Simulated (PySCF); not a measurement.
# C5H12BFO: the cost of one run

Computed with PySCF 2.14.0 and routines of our own; the level stands in each step. Atoms count from 0.

### Step 1. The system as given

20 atoms, charge 0, multiplicity 1; geometry from: GFN2-xTB.

### Step 2. Magnetic properties: GIAO PBE0/pcSseg-1

Job settings and geometry (Å):

```
{"job": {"kind": "mag", "xc": "PBE0", "basis": "pcSseg-1", "isotopologues": 2}, "charge": 0, "multiplicity": 1}
C     -1.424921    -1.132962    -0.059649
O     -1.205723     0.263840    -0.121132
B     -2.407232     1.041876    -1.024858
F     -2.035992     2.355345    -0.925011
C      0.106636     0.613556    -0.569227
C      1.161519     0.245958     0.445926
C      2.604177     0.294242     0.040780
C      1.949174    -1.024960     0.310614
H     -0.716286    -1.587262     0.634375
H     -1.324792    -1.592004    -1.048332
H     -2.441253    -1.281163     0.298810
H     -2.296826     0.615939    -2.133485
H     -3.401071     0.795845    -0.426245
H      0.311171     0.137252    -1.537421
H      0.076819     1.696964    -0.708383
H      0.917549     0.578014     1.447760
H      2.830841     0.550775    -0.982541
H      3.324287     0.668949     0.750775
H      2.220795    -1.560838     1.207732
H      1.745979    -1.668688    -0.532604
```

Level: GIAO PBE0/pcSseg-1 magnetisability, rotational g tensor and spin-rotation constants, non-relativistic, gas phase.

Started as:

```bash
OMP_NUM_THREADS=1 python excited_run.py task.json out
```

The driver reads the jobs from task.json and runs them one after another.

Q: Estimate the wall time and peak memory of this first job on 1 thread of Arm Neoverse V2, shared host.

About 37 s, with a peak of 0.95 GiB.
